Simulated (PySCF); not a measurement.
**BiBr (triplet) under other conditions**

How does BiBr (triplet) answer to another spin, charge, distance or environment?

Program: PySCF 2.14.0. Level of theory: method and basis as typed in the scripts. These are calculated values, not measurements.

4 further runs of the same task are left out: 1 for a known fault of the program, 3 that didn't finish.

## 1. The system as given

BiBr (triplet): 2 atoms, charge 0, spin multiplicity 3.

Bond lengths: Bi1–Br2 2.575 Å.

## 2. The run that the others are compared with

Contents of input.py:

```python
from pyscf import gto, scf, mp

mol = gto.M(
    atom='Bi 0 0 0; Br 0 0 2.575',
    basis='crenbl',
    ecp={'Bi': 'crenbl', 'Br': 'crenbl'},
    charge=0,
    spin=2,
    verbose=4,
)
mf = scf.UHF(mol)
mf.kernel()
mp.MP2(mf).kernel()
mf.dip_moment()
print('orbital energies (hartree):', [e[max(0, n-3):n+3].round(4) for e, n in zip(mf.mo_energy, mol.nelec)])
```

Started as:

```bash
> OMP_NUM_THREADS=1 python input.py
```

Its log is not repeated here.

It gives: E(SCF) = -223.558830 Eh, 13 cycles, E(MP2) − E(SCF) = -0.47304 Eh, ⟨S²⟩ = 2.019, μ = 3.60 D (of the SCF density).

The bond length is a typed value, not an optimised one. The triplet is typed in the script; nothing here shows that it is the ground state.

## 3. Quintet

Variant 1 changes spin (2S): 2 → 4.

Contents of input.py:

```python
from pyscf import gto, scf, mp

mol = gto.M(
    atom='Bi 0 0 0; Br 0 0 2.575',
    basis='crenbl',
    ecp={'Bi': 'crenbl', 'Br': 'crenbl'},
    charge=0,
    spin=4,
    verbose=4,
)
mf = scf.UHF(mol)
mf.kernel()
mp.MP2(mf).kernel()
mf.dip_moment()
print('orbital energies (hartree):', [e[max(0, n-3):n+3].round(4) for e, n in zip(mf.mo_energy, mol.nelec)])
```

Started as:

```bash
> OMP_NUM_THREADS=1 python input.py
```

## 4. Electric field 0.001 a.u.

Variant 2 changes electric field: none → 0.001 a.u.

Changes to input.py since step 2:

```diff
@@ -11,2 +11,7 @@
 mf = scf.UHF(mol)
+field = 0.001  # electric field along z, atomic units
+h = mf.get_hcore() + field*mol.intor('int1e_r')[2]
+mf.get_hcore = lambda *args: h
+e_nuc = mol.energy_nuc() - field*mol.atom_charges() @ mol.atom_coords()[:, 2]
+mf.energy_nuc = lambda *args: e_nuc
 mf.kernel()
```

## 5. Charge +1 (doublet)

Variant 3 changes charge: 0 → 1; spin (2S): 2 → 1.

Changes to input.py since step 2:

```diff
@@ -6,4 +6,4 @@
     ecp={'Bi': 'crenbl', 'Br': 'crenbl'},
-    charge=0,
-    spin=2,
+    charge=1,
+    spin=1,
     verbose=4,
```

## 6. Charge +2

Variant 4 changes charge: 0 → 2.

Changes to input.py since step 2:

```diff
@@ -6,3 +6,3 @@
     ecp={'Bi': 'crenbl', 'Br': 'crenbl'},
-    charge=0,
+    charge=2,
     spin=2,
```

**Question.** What will these runs give? Wanted: for each run, E(SCF); from base; gap, α spin; SCF dipole; after the SCF.

The runs gave:

```
                      run  E(SCF) (hartree)  from base (eV)  cycles  gap, α spin (eV)  SCF dipole (D)               after the SCF
                     base       -223.558830               0      13              9.60            3.60  MP2 correlation -12.872 eV
                  quintet       -223.407559         +4.1163      11             10.30            2.49  MP2 correlation -12.442 eV
electric field 0.001 a.u.       -223.557453         +0.0375      13              9.58            3.40  MP2 correlation -12.881 eV
      charge +1 (doublet)       -223.251710         +8.3572      14              7.28             n/a  MP2 correlation -13.147 eV
                charge +2       -222.684826        +23.7829      16              7.73             n/a  MP2 correlation -12.471 eV
```

Of the runs whose energies can be compared, “quintet” moves the SCF energy most (+4.116 eV). The quintet solution found lies 4.12 eV above the base triplet at this geometry and level. At the SCF level, going to the doublet with one electron fewer costs 8.36 eV at fixed geometry.
